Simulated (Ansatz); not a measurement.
# NaAsF6: the cost of one run

Program: Ansatz 0.2.0, driven from Python. Level of theory: DFT LDA, plane waves, PAW. These are calculated values, not measurements.

## (1) The system

NaAsF6 Fm-3m: It takes space group Fm-3m (No. 225, cubic). Conventional cell: a = 7.966 Å, b = 7.966 Å, c = 7.966 Å, α = 90.00°, β = 90.00°, γ = 90.00°. Around Na (site symmetry m-3m) lie 6 F at 2.24 Å. As (site symmetry m-3m) has 6 F at 1.74 Å as nearest neighbours. F (site symmetry 4mm) has 1 As at 1.74 Å and 1 Na at 2.24 Å as nearest neighbours.

NaAsF6 R-3: It takes space group R-3 (No. 148, trigonal). The conventional cell has a = 5.097 Å, b = 5.097 Å, c = 14.122 Å, α = 90.00°, β = 90.00°, γ = 120.00°. Na (site symmetry -3) has 6 F at 2.28 Å as nearest neighbours. Around As (site symmetry -3) lie 6 F at 1.74 Å. F (site symmetry 1) is surrounded by 1 As at 1.74 Å and 1 Na at 2.28 Å.

The script reads naasf6_fm_3m.extxyz:

```xyz
8
Lattice="0.0 3.98304932 3.98304932 3.98304932 0.0 3.98304932 3.98304932 3.98304932 0.0" Properties=species:S:1:pos:R:3 pbc="T T T"
Na    3.98304932    3.98304932    3.98304932
As    0.00000000    0.00000000    0.00000000
F     3.98304932    3.98304932    6.22654072
F     3.98304932    1.73955792    3.98304932
F     1.73955792    3.98304932    3.98304932
F     3.98304932    3.98304932    1.73955792
F     3.98304932    6.22654072    3.98304932
F     6.22654072    3.98304932    3.98304932
```

The script reads naasf6_r_3.xyz:

```xyz
8
Lattice="2.54831703 1.47127152 4.70729457 -2.54831703 1.47127152 4.70729457 0.0 -2.94254304 4.70729457" Properties=species:S:1:pos:R:3 pbc="T T T"
Na    0.00000000    0.00000000    7.06094185
As    0.00000000    0.00000000    0.00000000
F     0.69329200   -1.70052845    5.71566546
F     1.12605484    1.45067270    5.71566546
F    -1.81934683    0.24985574    5.71566546
F    -0.69329200    1.70052845    8.40621824
F    -1.12605484   -1.45067270    8.40621824
F     1.81934683   -0.24985574    8.40621824
```

## (2) Script

polymorphs_naasf6.py reads:

```python
'''Which structure of NaAsF6 is lowest in energy, at the given cells.'''

from dataclasses import dataclass
import warnings

import ansatz as az
import numpy as np
import spglib


@dataclass
class Options:
    xc: str = 'lda'
    kspacing: float = 0.36
    smearing: str = 'fixed'


settings = Options()


def ground_state(name, crystal):
    calc = (
        crystal.calculation()
        .functional(settings.xc)
        .basis(38 * az.Ry)
        .kpoints(spacing=settings.kspacing)
        .occupations(settings.smearing)
        .stress()
        .band_table()
    )
    return calc.run(threads=1, pin='off')


def pressure_gpa(outcome):
    return float(np.trace(outcome.report['stress_gpa']) / 3)


def space_group(outcome):
    sites = outcome.report['lattice']['sites']
    kinds = sorted({site['symbol'] for site in sites})
    cell = (outcome.lattice.cell_ang, [site['position_frac'] for site in sites], [kinds.index(site['symbol']) for site in sites])
    return spglib.get_spacegroup(cell, symprec=0.01)

warnings.simplefilter('ignore')

phases = {}
fm_3m = az.Crystal.from_extxyz('naasf6_fm_3m.extxyz')
phases['Fm-3m'] = fm_3m
r_3 = az.Crystal.from_extxyz('naasf6_r_3.xyz')
phases['R-3'] = r_3

done = {name: ground_state(name, crystal) for name, crystal in phases.items()}

energy = {name: o.report['free_energy_ev'] / len(o.lattice.sites) for name, o in done.items()}
lowest = min(energy.values())
rows = [(name, len(o.lattice.sites), 1000 * (energy[name] - lowest), pressure_gpa(o), space_group(o)) for name, o in done.items()]
rows.sort(key=lambda row: row[2])
print('     phase       atoms  dE (meV/atom)     P (GPa)  space group')
for row in rows:
    print(f'{str(row[0]):>10}  {row[1]:10d}  {row[2]:13.1f}  {row[3]:10.2f}  {str(row[4]):>11}')
print('order:', ' < '.join(row[0] for row in rows))
```

## (3) The input behind the calls

The package turns the script's settings into the engine's input (first run):

```yaml
crystal:
  lattice:
    - [0.0, 3.98304932, 3.98304932]
    - [3.98304932, 0.0, 3.98304932]
    - [3.98304932, 3.98304932, 0.0]
  atoms:
    - { symbol: Na, position: [0.5, 0.5, 0.5] }
    - { symbol: As, position: [0.0, 0.0, 0.0] }
    - { symbol: F, position: [0.7816298794914244, 0.7816298794914244, 0.2183701205085756] }
    - { symbol: F, position: [0.21837012050857557, 0.7816298794914245, 0.21837012050857557] }
    - { symbol: F, position: [0.7816298794914245, 0.21837012050857557, 0.21837012050857557] }
    - { symbol: F, position: [0.21837012050857557, 0.21837012050857557, 0.7816298794914245] }
    - { symbol: F, position: [0.7816298794914244, 0.2183701205085756, 0.7816298794914244] }
    - { symbol: F, position: [0.2183701205085756, 0.7816298794914244, 0.7816298794914244] }
basis:
  ecutwfc: 517.016338673772
kpoints:
  mp_grid:
    kspacing: 0.36
hamiltonian:
  xc: lda
scf:
  occupations:
    method: fixed
output:
  stress: true
  eigenvalues: true
```

## (4) The run

Run with:

```
$ python polymorphs_naasf6.py
```

**Question.** How long does this script take on 1 thread of Arm Neoverse V1, shared host, and how much memory does it need?

About 10 s, with a peak of 0.49 GiB.
